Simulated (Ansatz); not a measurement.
The system is InSb3.

```xyz
4
Lattice="0.0000 3.7946 3.7946 3.7946 0.0000 3.7946 3.7946 3.7946 0.0000" Properties=species:S:1:pos:R:3 pbc="T T T"
Sb    3.7946    3.7946    3.7946
Sb    5.6918    5.6918    5.6918
Sb    1.8973    1.8973    1.8973
In    0.0000    0.0000    0.0000
```

The cell comes from a database or a generator and needn't be the stable form of this composition.

Base run:

* Program: Ansatz 0.2.0
* Functional: LDA
* Potentials or basis: Ansatz PAW
* Cutoff: 420 eV
* Density cutoff: 1680 eV
* k mesh: 6 × 6 × 6
* Occupations: fermi-dirac, width 0.05 eV
* Spin: no spin polarisation

Its results: band gap on the k mesh none (metal or under the smearing width); pressure -4.2 GPa.

**Question.** The run is repeated on the same cell with these changes: functional from LDA to r2SCAN; cutoff from 420 eV to 500 eV; density cutoff from 1680 eV to 2000 eV. What comes out?

**Answer.** Band gap on the k mesh none (metal or under the smearing width); pressure -1.1 GPa.

Caveats: the PAW data sets come from PBE, with cores solved anew for the run's functional, which leaves a small shift of forces and pressure.

Not every run made on this cell is shown here.
